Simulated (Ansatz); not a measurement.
The first iterations of a band of a periodic cell of 17 atoms, GaW8C8 (surface WC(001), adsorbate Ga).

Computed with Ansatz 0.2.0, DFT PBE, scalar-relativistic, plane waves, PAW. Settings: PAW set soft_1, cutoff 420 eV, k mesh 5x5x1, gaussian smearing 0.1 eV, no spin polarisation.

```
movable images  : 5
climbing image  : yes
spring          : 5.0 eV/Å²
optimiser       : quadratic models (default)
start path      : IDPP
force threshold : 0.03 eV/Å
iteration limit : 35
end points      : relaxed
atoms held      : 1, 5, 9, 13
```

Initial state:

```xyz
17
Lattice="5.8332 0.0000 0.0000 -2.9166 5.0517 0.0000 0.0000 0.0000 16.2592" Properties=species:S:1:pos:R:3
W 0.000 0.000 1.000
C 1.456 0.841 2.320
W 0.000 0.001 3.900
C 1.460 0.843 5.049
W -1.458 2.526 1.000
C 0.000 3.368 2.300
W -1.461 2.525 3.836
C 0.000 3.368 4.926
W 2.917 0.000 1.000
C 4.377 0.841 2.320
W 2.917 0.003 3.835
C 4.373 0.843 5.049
W 1.458 2.526 1.000
C 2.917 3.371 2.320
W 1.461 2.525 3.836
C 2.917 3.366 5.048
Ga 2.917 1.684 6.377
```

Final state:

Only the atoms that move by more than 0.05 Å are listed.
```
W3 0.003 -0.001 3.836
C8 -0.002 3.369 5.049
C12 4.375 0.842 4.926
W15 1.458 2.527 3.900
Ga17 4.375 4.209 6.377
```

| iteration | highest image above the first end (eV) | largest band force component (eV/Å) |
| --- | --- | --- |
| 1 | 0.872 | 1.480 |
| 2 | 0.710 | 0.693 |
| 3 | 0.622 | 0.525 |
| 4 | 0.550 | 0.479 |

Q: Does the band converge within its limit, and where does its top end?

A: The run converged. It ended after 14 iterations with the highest image 0.405 eV above the first end. By the program's own check the climbing image is a first-order saddle point (lowest curvatures found: -1.03 and 2.00 eV/Å²). Limits of this set-up: coarse k mesh, thin slab, slab without dipole correction, odd electron count without spin.

Run time: 44 min on 4 threads of Arm Neoverse V1, on a shared host, peak memory 4.1 GiB.
